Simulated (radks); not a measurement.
# Excited configurations of Eu³⁺

One table from this session's results is given with a row withheld; the runs are named, their logs left out.

The numbers are computed with radks (a radial shooting solver on a logarithmic mesh, Libxc functionals) version 1 (Dirac Kohn-Sham, PBE, spin-unpolarised, spherical densities, point nucleus; open shells fill j = l - 1/2 first), except any that are marked as measured or tabulated.

## The system

```
element       : europium (Z = 63)
charge        : +3
electrons     : 60
configuration : [Xe] 4f6
```

Set-up of the first run:

Input:

```text
Z 63
configuration [Xe] 4f6
relativity Dirac
functional pbe,pbe
spin unpolarised
j_filling energy
nucleus point
c 137.035999084
```

Steps of the session up to this table: Ground configuration: [Xe] 4f6.

One table of the session follows, with a row left open; its other results are not shown here.

It belongs to the step «Ground configuration: [Xe] 4f6». From the orbitals of this run (lengths in bohr):

| level | <r> | outermost maximum (interpolated) | 90 % within | nodes |
| --- | --- | --- | --- | --- |
| 4p3/2 | 0.6074 | 0.558 | 0.883 | 2 |
| 4d3/2 | 0.6458 | 0.568 | 0.970 | 1 |
| 4d5/2 | 0.6561 | 0.576 | 0.986 | 1 |
| 5s1/2 | 1.351 | 1.22 | 1.94 | 4 |
| 5p1/2 | 1.500 | 1.33 | 2.18 | 3 |
| 5p3/2 | ? | ? | ? | ? |
| 4f5/2 | 0.8742 | 0.583 | 1.49 | 0 |
| 4f7/2 | 0.8849 | 0.588 | 1.51 | 0 |

**Question.** Estimate the row for 5p3/2.

As computed: <r>: 1.582; outermost maximum (interpolated): 1.40; 90 % within: 2.30; nodes: 3. In the column «<r>» it is the highest.

To keep in mind: Spin polarisation and multiplet splitting are left out, so open shells lie too high by an amount that depends on their filling.
